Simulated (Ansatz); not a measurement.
# Ti4Ru: the cost of one run

Program: Ansatz 0.2.0. Level of theory: DFT PBE, scalar-relativistic, plane waves, PAW. These are calculated values, not measurements.

1 further run of the same task is left out (it didn't finish).

## 1. Starting point

The structure is orthorhombic, space group Fmmm (No. 69). Conventional cell: a = 3.114 Å, b = 4.745 Å, c = 22.108 Å, α = 90.00°, β = 90.00°, γ = 90.00°. Ti (site symmetry mm2) has 2 Ru at 2.53 Å and 6 Ti at 2.82 to 2.84 Å as nearest neighbours. Around Ti (site symmetry mm2) lie 10 Ti at 2.82 to 3.11 Å. Around Ru (site symmetry mmm) lie 4 Ti at 2.53 Å and 4 Ru at 2.84 Å.

Coordinates:

```
CELL_PARAMETERS angstrom
0.00000 2.37271 11.05394
1.55677 0.00000 11.05394
1.55677 2.37271 0.00000
ATOMIC_POSITIONS crystal
Ti 0.40962 0.40962 0.59038
Ti 0.80307 0.80307 0.19693
Ti 0.19693 0.19693 0.80307
Ti 0.59038 0.59038 0.40962
Ru 0.00000 0.00000 0.00000
```

The start is a polymorph listed in a database, not an invented cell.

## 2. The guess as it stands, on a coarse mesh

Contents of input.yaml:

```yaml
crystal:
  lattice:
    - [0.0, 2.37271094, 11.05393505]
    - [1.55677402, 0.0, 11.05393505]
    - [1.55677402, 2.37271094, 0.0]
  atoms:
    - { symbol: Ti, position: [0.40961599, 0.40961599, 0.59038401] }
    - { symbol: Ti, position: [0.803074, 0.803074, 0.196926] }
    - { symbol: Ti, position: [0.196926, 0.196926, 0.803074] }
    - { symbol: Ti, position: [0.59038401, 0.59038401, 0.40961599] }
    - { symbol: Ru, position: [0.0, 0.0, 0.0] }
basis:
  ecutwfc: 420
kpoints:
  mp_grid: { grid: [6, 6, 6] }
hamiltonian:
  xc: pbe
scf:
  occupations: { method: gaussian, width: 0.1 }
  lower_state_search: "off"
output:
  forces: true
  stress: true
  eigenvalues: true
```

The run is started by

```
ansatz run input.yaml --threads 1 --pin off --max-ram 2560MiB --backend cpu --events-out ev --progress --plain --runs-dir out
```

**Question.** How long does this run take on 1 thread of Intel Xeon at 2.70GHz, shared host, and how much memory does it need?

About 15 s, with a peak of 0.44 GiB.
